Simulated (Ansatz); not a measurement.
**BGeC (quartet): the correlation ladder at a displaced geometry (v2), cc-pVDZ**

An exercise on one series of results from a longer session: the logs are not shown, and one member is left open.

Program: Ansatz 0.2.0, Gaussian basis. Level of theory: cc-pVDZ, core rule «outside noble gas», up to 16 orbitals frozen. These are calculated values, not measurements.

To be run: UHF; CCSD(T) on ROHF; CCSD(T) on UHF; BCCD(T) on ROHF; CISD as a restricted active space (open shells left free, so some higher excitations enter); CCSDT(Q) on ROHF; CCSDT(Q) on UHF.

26 further runs of the same task are left out: 15 that didn't finish, 11 set aside as unsound or not needed. Runs told in other sessions of the task aren't counted.

## The geometry

The geometry is a PBE0/def2-TZVP stationary point (not a proven minimum) with its atoms shifted at random (size 0.100 Å). No spin-orbit coupling is included. The filled d shell of Ge may be among the frozen orbitals whatever the setting's name suggests.

3 atoms, charge 0, spin multiplicity 4.

Atoms are counted from 1 here; the program's logs count them from 0.

Bond lengths: C1–B2 1.426 Å, B2–Ge3 2.013 Å. Angles: C1–B2–Ge3 171.1°.

The first run:

The input, in.yaml:

```yaml
crystal:
  periodic: [false, false, false]
  atoms:
    - {symbol: C, position_ang: [0.084376, 0.005225, -1.614402]}
    - {symbol: B, position_ang: [-0.080498, 0.013599, -0.198309]}
    - {symbol: Ge, position_ang: [-0.003878, -0.018825, 1.812711]}
basis:
  gaussian: {orbitals: cc-pVDZ}
magnetization: {spin_polarized: true, initial_magnetization: 3}
hamiltonian: {xc: hf}
output: {orbitals: {seedname: orbitals}}
```

The run is started by

```bash
$ ansatz run in.yaml --threads 1 --pin off --events-out ev --progress --plain --max-ram 2393MiB
```

Among the steps run: UHF; CCSD(T) on ROHF; CCSD(T) on UHF; BCCD(T) on ROHF; CISD as a restricted active space (open shells left free, so some higher excitations enter); CCSDT(Q) on ROHF; CCSDT(Q) on UHF.

One table of the session follows, with a row left open; its other results are not shown here.

It belongs to the step «Misses and costs». 

| method | from RCCSDT(Q) (kJ/mol) |
| --- | --- |
| UHF | +647.5 |
| RMP2 | +170.3 |
| UMP2 | +193.1 |
| CISD | +140.1 |
| RCCSD | ? |
| UCCSD | +57.7 |
| RCCSD(T) | +24.5 |
| UCCSD(T) | +26.9 |
| BCCD(T) | +24.5 |
| RCCSDT | +9.8 |
| UCCSDT | +9.1 |
| RCCSDT(Q) | 0 |
| UCCSDT(Q) | -1.3 |

Estimate the missing values for RCCSD.

**Answer.** from RCCSDT(Q) (kJ/mol): +58.6. In the column «from RCCSDT(Q) (kJ/mol)» it lies between UCCSD (+57.7) and CISD (+140.1).

Left out of the table: ROHF (another determinant or state than the rows shown).

Caveats from the session: The determinant of HF (⟨S²⟩ 4.29) is far from a pure spin state, so its energy mixes those of several spin states; that is harmless only where they are near-degenerate. The determinant of CCSD(T) (⟨S²⟩ 4.29) is far from a pure spin state, so its energy mixes those of several spin states; high orders of coupled cluster remove much of that, low ones don't. The determinant of CCSDT(Q) (⟨S²⟩ 4.29) is far from a pure spin state, so its energy mixes those of several spin states; high orders of coupled cluster remove much of that, low ones don't. Warnings: spin contamination; coupled cluster took another determinant than the lowest; large T1 diagnostic. Restricted and unrestricted rows rest on different reference determinants; a gap between their highest levels can come from leftover correlation error, from unlike frozen cores or from another state.
